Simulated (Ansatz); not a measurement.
# Cu3H: the cost of one run

Program: Ansatz 0.2.0. Level of theory: DFT r2SCAN, scalar-relativistic, plane waves, PAW. These are calculated values, not measurements.

2 further runs of the same task are left out: 1 that didn't finish, 1 set aside as unsound or not needed.

### Step 1. The system as given

It takes space group P-6m2 (No. 187, hexagonal). Conventional cell: a = 2.531 Å, b = 2.531 Å, c = 21.130 Å, α = 90.00°, β = 90.00°, γ = 120.00°. Cu (site symmetry 3m) has 9 Cu at 2.50 to 2.53 Å in its first shell of neighbours. Cu (site symmetry -6m2) has 12 Cu at 2.50 to 2.53 Å in its first shell of neighbours.

Coordinates:

```cif
data_structure
_symmetry_space_group_name_H-M 'P-6m2'
_symmetry_Int_Tables_number 187
_cell_length_a 2.5305
_cell_length_b 2.5305
_cell_length_c 21.1299
_cell_angle_alpha 90.000
_cell_angle_beta 90.000
_cell_angle_gamma 120.000
_cell_volume 117.18
loop_
_atom_site_label
_atom_site_type_symbol
_atom_site_symmetry_multiplicity
_atom_site_Wyckoff_symbol
_atom_site_fract_x
_atom_site_fract_y
_atom_site_fract_z
_atom_site_occupancy
Cu1 Cu 2 h 0.33333 0.66667 0.90372 1
Cu2 Cu 1 e 0.66667 0.33333 0.00000 1
```

Miller indices refer to the conventional cell of the relaxed bulk, P6_3/mmc (No. 194): a = 2.531 Å, b = 2.531 Å, c = 4.130 Å, α = 90.00°, β = 90.00°, γ = 120.00°.

This (001) slab, 4.1 Å thick as cut, with 17 Å of vacuum; its outer planes are Cu (top) and Cu (bottom), was relaxed beforehand with its lower half held: -19892.5695 eV, work function 4.78 eV.

### Step 2. H put at a top (Cu) site

Input file input.yaml:

```yaml
crystal:
  lattice:
    - [2.5305027254, 0.0, 0.0]
    - [-1.2652513627, 2.1914796445, 0.0]
    - [0.0, 0.0, 23.1298555601]
  atoms:
    - { symbol: Cu, position: [0.3333333333, 0.6666666667, 0.3674904055] }
    - { symbol: Cu, position: [0.6666666667, 0.3333333333, 0.4554416314] }
    - { symbol: Cu, position: [0.3333333333, 0.6666666667, 0.5433983681] }
    - { symbol: H, position: [0.3333333333, 0.6666666667, 0.6143023993] }
basis:
  ecutwfc: 500
kpoints:
  mp_grid: { grid: [12, 12, 1] }
hamiltonian:
  xc: r2scan
scf:
  occupations: { method: gaussian, width: 0.1 }
output:
  forces: true
  eigenvalues: true
  write_density: true
  write_potential: true
  elf: true
  volumetric_format: npy
relax:
  adjacent_minimum: "off"
  f_tol: 0.03
  max_steps: 70
  constraints: [{ sites: [0] }]
efield:
  axis: 3
  dipole_correction: true
  ramp_width: 0.04
```

Started as:

```sh
> ansatz run input.yaml --threads 2 --pin off --max-ram 5120MiB --backend cpu --events-out ev --progress --plain --runs-dir out
```

**Question.** How long does this run take on 2 threads of Intel Xeon at 2.50GHz (Skylake/Cascade Lake), shared host, and how much memory does it need?

About 2 min, with a peak of 0.72 GiB.
